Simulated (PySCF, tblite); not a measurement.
**C4H11NOSi3: geometry, infrared bands and NMR shifts**

Aim: predict the infrared bands and NMR shifts of C4H11NOSi3 (`[SiH3]N[Si@@H]1C=CC(O[SiH3])=C1`).

The runs use tblite 0.8.0 and PySCF 2.14.0, with density-fitted response routines of our own; the level of theory stands in each step. All values are computed, except where a source is named. Atoms count from 0, in the outputs and in this text.

## 1. Starting geometry

20 atoms, charge 0, multiplicity 1; geometry from: force field or distance geometry start.

Bonds of the start (Å): Si0–N1 1.67, N1–Si2 1.69, Si2–C3 1.88, C3–C4 1.34, C4–C5 1.45, C5–O6 1.37, O6–Si7 1.66, C5–C8 1.35, C8–Si2 1.87, Si0–H9 1.49, Si0–H10 1.48, Si0–H11 1.48, N1–H12 1.00, Si2–H13 1.48, C3–H14 1.08, C4–H15 1.08, Si7–H16 1.49, Si7–H17 1.48, Si7–H18 1.49, C8–H19 1.08.

## 2. Geometry optimisation with GFN2-xTB

What the job is given:

```
{"job": {"kind": "relax", "xc": "GFN2-xTB", "basis": "xTB"}, "charge": 0, "multiplicity": 1}
Si    -3.624000    -0.627900    -0.198600
N     -1.998400    -1.007100    -0.094600
Si    -1.113600     0.284500     0.537400
C     -0.601500     1.480700    -0.814900
C      0.725500     1.407700    -1.012100
C      1.442100     0.458600    -0.183100
O      2.795900     0.406000    -0.405200
Si     3.850700    -0.608000     0.386800
C      0.680500    -0.223800     0.694900
H     -4.190200    -0.348600     1.151100
H     -4.311900    -1.797100    -0.797000
H     -3.799500     0.530300    -1.103900
H     -1.635700    -1.252000    -0.990500
H     -1.658600     0.902800     1.762100
H     -1.304400     2.125700    -1.312800
H      1.248700     2.014000    -1.737600
H      3.810800    -0.361500     1.850900
H      5.225600    -0.380800    -0.105600
H      3.485800    -2.027900     0.127100
H      0.967000    -0.964800     1.422000
```

On the command line:

```bash
$ OMP_NUM_THREADS=1 python probes_run.py task.json out
```

The driver reads the jobs from task.json and runs them one after another.

**Question.** This job is followed by: GFN2-xTB harmonic vibrations, gas phase; GIAO PBE0/pcSseg-1 NMR shielding, non-relativistic, gas phase. What will the session give for the following? strongest single infrared mode (GFN2-xTB); zero-point energy (GFN2-xTB); 13C shifts against TMS (PBE0/pcSseg-1); 1H shifts against TMS (PBE0/pcSseg-1, means over atoms taken as alike); 29Si shifts against TMS (PBE0/pcSseg-1); 15N shifts against NH3 (PBE0/pcSseg-1); 17O shifts against H2O (PBE0/pcSseg-1).

**Answer**, as computed:

| quantity | value |
| --- | --- |
| strongest single infrared mode (GFN2-xTB) | 815 cm⁻¹, 562 km/mol |
| zero-point energy (GFN2-xTB) | 81.8 kcal/mol |
| 13C shifts against TMS (PBE0/pcSseg-1) | 176.7, 154.1, 142.5, 92.9 ppm |
| 1H shifts against TMS (PBE0/pcSseg-1, means over atoms taken as alike) | 6.81, 6.39, 5.21, 4.97, 4.85, 4.19, -0.03 ppm |
| 29Si shifts against TMS (PBE0/pcSseg-1) | -17.3, -43.7, -55.1 ppm |
| 15N shifts against NH3 (PBE0/pcSseg-1) | 4.1 ppm |
| 17O shifts against H2O (PBE0/pcSseg-1) | 117.3 ppm |

**Reading.** The optimisation took 105 steps and gained 0.667 eV; among the close pairs (by a distance rule), Si0–N1 changed most, from 1.672 to 1.732 Å. All 54 modes are real, so the xTB geometry is a minimum. The strongest single mode, at 815 cm⁻¹, is spread over several atoms, H9, H11, H10, Si0 among them. GFN2-xTB is a fitted tight-binding method: band positions and strengths are rough. Its intensities can rank the bands wrongly. At PBE0/pcSseg-1: The largest span, 245 ppm, is at C3, where the paramagnetic term is -221 ppm.
